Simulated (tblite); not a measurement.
# C6H16OSSi: the cost of one run

The runs use tblite 0.8.0 and PySCF 2.14.0, with density-fitted response routines of our own; the level of theory stands in each step. All values are computed, except where a source is named. Atoms count from 0, in the outputs and in this text.

## 1. The molecule as given

25 atoms, charge 0, multiplicity 1; geometry from: force field or distance geometry start.

Bonds of the start (Å): C0–O1 1.43, O1–C2 1.39, C2–Si3 1.89, Si3–S4 2.14, S4–C5 1.80, C5–C6 1.51, C5–C7 1.52, C5–C8 1.51, C0–H9 1.11, C0–H10 1.11, C0–H11 1.10, C2–H12 1.12, C2–H13 1.11, Si3–H14 1.46, Si3–H15 1.46, C6–H16 1.11, C6–H17 1.13, C6–H18 1.10, C7–H19 1.11, C7–H20 1.10, C7–H21 1.10, C8–H22 1.13, C8–H23 1.10, C8–H24 1.13.

## 2. Geometry optimisation with GFN2-xTB

The job: settings as JSON, then the geometry in Å.

```
{"job": {"kind": "relax", "xc": "GFN2-xTB", "basis": "xTB"}, "charge": 0, "multiplicity": 1}
C      4.816800    -0.040200     0.251100
O      3.659200     0.275500    -0.526200
C      2.561500    -0.396300    -0.001700
Si     0.989400    -0.029100    -0.978200
S     -0.615100    -1.098000    -0.047000
C     -2.105300    -0.115500     0.174000
C     -3.133400    -1.002800     0.828200
C     -2.703700     0.300300    -1.164700
C     -1.889400     1.159800     0.944400
H      5.028600    -1.125300     0.256600
H      4.594100     0.338200     1.266500
H      5.711200     0.451500    -0.172300
H      2.453500    -0.073100     1.062100
H      2.738500    -1.496400     0.003300
H      1.216600    -0.529200    -2.327900
H      0.772000     1.413200    -1.026200
H     -3.176200    -1.917700     0.207400
H     -2.769800    -1.349700     1.841300
H     -4.103800    -0.487400     0.928400
H     -3.691200     0.781100    -1.020700
H     -2.794500    -0.623700    -1.757700
H     -2.012000     1.002600    -1.661100
H     -1.856600     1.029400     2.066600
H     -0.961200     1.671500     0.648700
H     -2.740000     1.885400     0.771600
```

On the command line:

```
$ OMP_NUM_THREADS=1 python probes_run.py task.json out
```

One launch serves the whole session: the jobs run in the order shown.

**Question.** How long does this first job take on 1 thread of Arm Neoverse V1, shared host, and how much memory does it need?

About 1.9 s, with a peak of 0.24 GiB.
